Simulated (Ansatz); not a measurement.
# Ga4Si: the cost of one run

Method: DFT PBE, scalar-relativistic, plane waves, PAW, in Ansatz 0.2.0.

## (1) The starting structure

It takes space group P-3m1 (No. 164, trigonal). Conventional cell: a = 3.063 Å, b = 3.063 Å, c = 9.850 Å, α = 90.00°, β = 90.00°, γ = 120.00°. Around Ga (site symmetry 3m) lie 3 Si at 2.21 Å. Ga (site symmetry 3m) has 12 Ga at 2.97 to 3.06 Å in its first shell of neighbours. Around Si (site symmetry -3m) lie 6 Ga at 2.21 Å.

Structure file:

```cif
data_structure
_symmetry_space_group_name_H-M 'P-3m1'
_symmetry_Int_Tables_number 164
_cell_length_a 3.0633
_cell_length_b 3.0633
_cell_length_c 9.8500
_cell_angle_alpha 90.000
_cell_angle_beta 90.000
_cell_angle_gamma 120.000
_cell_volume 80.05
loop_
_atom_site_label
_atom_site_type_symbol
_atom_site_symmetry_multiplicity
_atom_site_Wyckoff_symbol
_atom_site_fract_x
_atom_site_fract_y
_atom_site_fract_z
_atom_site_occupancy
Ga1 Ga 2 d 0.33333 0.66667 0.86586 1
Ga2 Ga 2 d 0.33333 0.66667 0.37680 1
Si1 Si 1 a 0.00000 0.00000 0.00000 1
```

A structure generator made this guess: species swapped into a database cell of Co4H (P-3m1, No. 164), with Ga on the Co sites and Si on the H sites. Its size is a rough estimate.

## (2) The guess as it stands, on a coarse mesh

The input, input.yaml:

```yaml
crystal:
  lattice:
    - [3.06329483, 0.0, 0.0]
    - [-1.53164741, 2.65289114, 0.0]
    - [0.0, 0.0, 9.84996748]
  atoms:
    - { symbol: Ga, position: [0.33333333, 0.66666667, 0.86585528] }
    - { symbol: Ga, position: [0.33333333, 0.66666667, 0.37679535] }
    - { symbol: Ga, position: [0.66666667, 0.33333333, 0.13414472] }
    - { symbol: Ga, position: [0.66666667, 0.33333333, 0.62320465] }
    - { symbol: Si, position: [0.0, 0.0, 0.0] }
basis:
  ecutwfc: 420
kpoints:
  mp_grid: { grid: [6, 6, 2] }
hamiltonian:
  xc: pbe
scf:
  occupations: { method: gaussian, width: 0.1 }
  lower_state_search: "off"
output:
  forces: true
  stress: true
  eigenvalues: true
```

Run with:

```
ansatz run input.yaml --threads 1 --pin off --max-ram 2560MiB --backend cpu --events-out ev --progress --plain --runs-dir out
```

**Question.** How long does this run take on 1 thread of INTEL XEON PLATINUM 8581C at 2.30GHz (Emerald Rapids), shared host, and how much memory does it need?

About 1.3 s, with a peak of 0.4 GiB.
